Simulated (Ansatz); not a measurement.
A first try at a band structure of K2LiAsF6, space group Fm-3m, using the Ansatz DFT code, driven from Python.

`bands_k2liasf6.py`:
```python
import ansatz as az
import numpy as np
from pymatgen.core import Lattice, Structure
from pymatgen.io.ase import AseAtomsAdaptor

KSPACING = 0.4
ECUT = 450
XC = "pbesol"
OCCUPATIONS = "Gaussian"
SIGMA = 0.02
BETA = 1.9
MAX_SCF = 60
EXTRA_BANDS = 10


def main() -> None:
    pmg_structure = Structure(
        Lattice([[0.0, 4.172401, 4.172401], [4.172401, 0.0, 4.172401], [4.172401, 4.172401, 0.0]]),
        ["K", "K", "Li", "As", "F", "F", "F", "F", "F", "F"],
        [
            [0.75, 0.75, 0.75],
            [0.25, 0.25, 0.25],
            [0.5, 0.5, 0.5],
            [0.0, 0.0, 0.0],
            [0.75166, 0.24834, 0.24834],
            [0.24834, 0.24834, 0.75166],
            [0.24834, 0.75166, 0.75166],
            [0.24834, 0.75166, 0.24834],
            [0.75166, 0.24834, 0.75166],
            [0.75166, 0.75166, 0.24834],
        ],
    )
    crystal = az.Crystal.from_ase(AseAtomsAdaptor.get_atoms(pmg_structure))

    path = [
        ("K", (0.375, 0.375, 0.75)),
        ("G", (0.0, 0.0, 0.0)),
        ("L", (0.5, 0.5, 0.5)),
        ("W", (0.5, 0.25, 0.75)),
        ("X", (0.5, 0.0, 0.5)),
    ]
    model = (
        crystal.calculation()
        .pseudopotentials("paw")
        .kpoints(spacing=KSPACING)
        .basis(ECUT)
        .functional(XC)
        .occupations(OCCUPATIONS, width=SIGMA)
        .mixing("anderson", beta=BETA, ndim=1)
        .scf(max_iterations=MAX_SCF)
        .band_structure([point for _, point in path], intervals=6)
        .scf(extra_bands=EXTRA_BANDS)
    )
    result = model.run(threads=1, backend="cpu")
    r = result.report

    for key in ("converged", "n_iterations", "n_electrons", "n_kpoints", "n_pw", "n_symmetry_ops", "free_energy_ev", "fermi_energy_ev"):
        print(f"{key:18s} {r[key]}")

    bands = result.band_structure()
    fermi = bands.fermi_energy_ev
    print(f"zero of the bands: {fermi:.3f} eV, the Fermi level found on the SCF mesh")
    for spin, channel in enumerate(bands.channels):
        print("channel", spin, "- computed levels within 6 eV of the Fermi level")
        for i, (label, _) in enumerate(path):
            levels = channel.eigenvalues_ev[i * 6] - fermi
            print(f"  {label:3s}", " ".join(f"{e:7.3f}" for e in levels if abs(e) < 6))


if __name__ == "__main__":
    main()
```

Output of `python bands_k2liasf6.py`:
```text
Traceback (most recent call last):
  File "bands_k2liasf6.py", line 71, in <module>
    main()
    ~~~~^^
  File "bands_k2liasf6.py", line 54, in main
    result = model.run(threads=1, backend="cpu")
  ...
ansatz.RefusalError: invalid value for `scf.mixing.beta`: must be finite and in (0, 1]; got 1.9
```
(Library frames cut from the traceback.)

Find the fault and give the corrected script.

The fault: the mixing step is too large. Mended:

```diff
--- before
+++ after
@@ -10,3 +10,2 @@
 SIGMA = 0.02
-BETA = 1.9
 MAX_SCF = 60
@@ -48,3 +47,2 @@
         .occupations(OCCUPATIONS, width=SIGMA)
-        .mixing("anderson", beta=BETA, ndim=1)
         .scf(max_iterations=MAX_SCF)
```

The mended script runs so:

```console
$ python bands_k2liasf6.py
converged          True
n_iterations       7
n_electrons        78.0
n_kpoints          8
n_pw               3143
n_symmetry_ops     48
free_energy_ev     -12859.560707798293
fermi_energy_ev    5.887063048219161
zero of the bands: 5.887 eV, the Fermi level found on the SCF mesh
channel 0 - computed levels within 6 eV of the Fermi level
  K    -5.773  -5.689  -5.442  -5.211  -5.156  -5.150  -5.054  -5.038  -4.941  -4.851  -4.793  -4.510  -2.290   2.715   2.854   2.983
  G    -5.836  -5.836  -5.836  -5.365  -5.365  -4.910  -4.910  -4.910  -4.771  -4.771  -4.771  -4.402  -4.402  -4.402  -3.136   2.360   2.360   2.360   3.692   5.563   5.563
  L    -5.946  -5.946  -5.888  -5.564  -5.496  -5.496  -5.341  -5.341  -4.734  -4.734  -4.700  -4.675  -4.675  -4.624  -2.530   2.248   3.043   3.043   5.581
  W    -5.940  -5.930  -5.930  -5.806  -5.302  -5.246  -5.246  -5.048  -5.048  -5.039  -4.993  -4.963  -4.624  -4.624  -2.272   2.857   2.857   2.869
  X    -5.608  -5.372  -5.313  -5.313  -5.201  -5.201  -5.089  -5.027  -5.027  -4.900  -4.900  -4.417  -2.248   2.830   2.830   2.869   5.914
```

Notes:
- Total energies depend on the potentials; only differences at equal settings carry meaning. A total without «per atom» is that of the cell as typed.
- An absolute Fermi energy rests on an arbitrary zero of the periodic potential and has no direct meaning.
- In a crystal with a gap the Fermi level's place inside it depends on smearing and mesh.
- The structure comes from a database of computed cells and needn't be a stable or known phase.
- Gaps and levels are Kohn-Sham values on a finite set of k-points, without spin-orbit coupling.
- Finished in 9.5 s on 1 thread of Arm Neoverse V1 (shared host), peak memory 0.53 GiB.

(Lines on the test bed's own set-up are left out of the output.)
